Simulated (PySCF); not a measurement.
# C12H16Si: the cost of one run

Computed with PySCF 2.14.0, with density-fitted response routines of our own, on a single molecule in the gas phase. Atoms count from 0, in the outputs and in this text.

## 1. Starting geometry

29 atoms, charge 0, multiplicity 1; geometry from: GFN2-xTB.

Bonds of the start (Å): C0–Si1 1.90, Si1–C2 1.89, C2–C3 1.39, C3–C4 1.39, C4–C5 1.37, C5–C6 1.40, C6–C7 1.37, C6–C8 1.51, C8–C9 1.56, Si1–C10 1.92, C10–C11 1.54, C11–C12 1.54, C12–Si1 1.92, C7–C2 1.40, C9–C5 1.51, C0–H13 1.08, C0–H14 1.09, C0–H15 1.08, C3–H16 1.08, C4–H17 1.08, C7–H18 1.08, C8–H19 1.09, C8–H20 1.09, C9–H21 1.09, C9–H22 1.09, C10–H23 1.09, C10–H24 1.09, C11–H25 1.09, C11–H26 1.09, C12–H27 1.09 and more.

## 2. Optimising the geometry at PBE0-D3(BJ)/def2-SVP

What the job is given:

```
{"job": {"xc": "PBE0", "basis": "def2-SVP", "d3": "d3bj", "grid": 1, "kind": "geom"}, "charge": 0, "multiplicity": 1}
C     -1.900330    -2.414080     0.551560
Si    -1.742530    -0.584830     0.055870
C      0.059930    -0.020580     0.008910
C      0.353910     1.297680    -0.337500
C      1.652300     1.800530    -0.396120
C      2.646170     0.905710    -0.089510
C      2.371600    -0.416950     0.258700
C      1.096530    -0.913120     0.318870
C      3.830650    -0.753910     0.442400
C      4.134320     0.721460     0.053340
C     -2.850270    -0.014250    -1.404540
C     -3.784010     0.739240    -0.435710
C     -2.990590     0.617220     0.878850
H     -1.480980    -2.587700     1.536940
H     -1.377180    -3.054820    -0.152160
H     -2.938980    -2.726970     0.570760
H     -0.469040     1.958300    -0.570840
H      1.840820     2.829370    -0.666190
H      0.876520    -1.934390     0.590060
H      4.114630    -1.026650     1.458890
H      4.219540    -1.498770    -0.248330
H      4.700850     0.845260    -0.867320
H      4.595900     1.317550     0.840520
H     -2.360790     0.655810    -2.107600
H     -3.358850    -0.777370    -1.987920
H     -3.960620     1.772220    -0.732610
H     -4.750670     0.244280    -0.358350
H     -2.563450     1.567770     1.190070
H     -3.586000     0.244840     1.708410
```

Q: Estimate the wall time of this first job on 8 threads of Arm Neoverse V1, shared host.

About 8.9 min.
